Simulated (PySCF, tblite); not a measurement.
**C₆H₆NO radical: geometry, infrared bands and EPR parameters**

Wanted: the infrared bands and EPR parameters of C₆H₆NO radical (`[H]/[C]=C(C#N)/C=C\CO`), by calculation.

Computed with tblite 0.8.0 and PySCF 2.14.0, with density-fitted response routines of our own, on a single molecule in the gas phase. Atoms count from 0, in the outputs and in this text.

### 1 Starting geometry

14 atoms, charge 0, multiplicity 2; geometry from: force field or distance geometry start.

Bonds of the start (Å): C0–C1 1.34, C1–C2 1.42, C2–N3 1.16, C1–C4 1.42, C4–C5 1.30, C5–C6 1.47, C6–O7 1.41, C0–H8 1.10, C4–H9 1.12, C5–H10 1.10, C6–H11 1.09, C6–H12 1.13, O7–H13 0.99.

### 2 Optimising the geometry with GFN2-xTB

What the job is given:

```
{"job": {"kind": "relax", "xc": "GFN2-xTB", "basis": "xTB"}, "charge": 0, "multiplicity": 2}
C     -2.370600     1.362600     0.851400
C     -1.409000     0.532500     0.416900
C     -1.789800    -0.838500     0.367200
N     -2.143300    -1.944800     0.311700
C     -0.155100     1.141700     0.127500
C      0.951000     0.616600    -0.310500
C      1.222300    -0.793400    -0.602000
O      2.267800    -1.284300     0.205500
H     -3.301600     0.817600     1.073000
H     -0.117300     2.252600     0.272700
H      1.797100     1.304700    -0.475800
H      0.320100    -1.400400    -0.529500
H      1.613200    -0.899600    -1.652100
H      3.114600    -0.867800    -0.078200
```

Run with:

```console
$ OMP_NUM_THREADS=1 python probes_run.py task.json out
```

One launch serves the whole session: the jobs run in the order shown.

**Question.** This job is followed by: GFN2-xTB harmonic vibrations, gas phase; UKS B3LYP, pcH-1 on C H N O, non-relativistic, mean-field spin-orbit, GIAO. What will the session give for the following? strongest single infrared mode (GFN2-xTB); zero-point energy (GFN2-xTB); g(iso) (B3LYP); ⟨S²⟩; largest a(iso) (averaged by class); potential on the surface of density 0.002 e/bohr³, 1st and 99th percentile.

As calculated:

```
                                                                  quantity                  value
                                 strongest single infrared mode (GFN2-xTB)  2348 cm⁻¹, 170 km/mol
                                              zero-point energy (GFN2-xTB)          62.8 kcal/mol
                                                            g(iso) (B3LYP)                2.00225
                                                                      ⟨S²⟩     0.768 (exact 0.75)
                                        largest a(iso) (averaged by class)   13C on C0, 322.0 MHz
potential on the surface of density 0.002 e/bohr³, 1st and 99th percentile     -1.61 V and 2.16 V
```

What this shows: Over 133 steps the energy fell by 0.659 eV; of the close pairs, C4–H9 changed most, 1.121 to 1.081 Å. All 36 modes are real, so the xTB geometry is a minimum. The strongest single mode, at 2348 cm⁻¹, moves mainly C2 and N3. Unscaled tight-binding wavenumbers are off by several per cent, some by more. Its intensities can rank the bands wrongly. C0 carries the largest spin population, 1.10 e. The isotropic g lies 0.1 ppt below the free-electron value. The conformer search (at its own cheap level) found a structure 42.3 kcal/mol lower, too far down for a turn about a bond: it may have other bonds, so these spectra needn't be the molecule's.
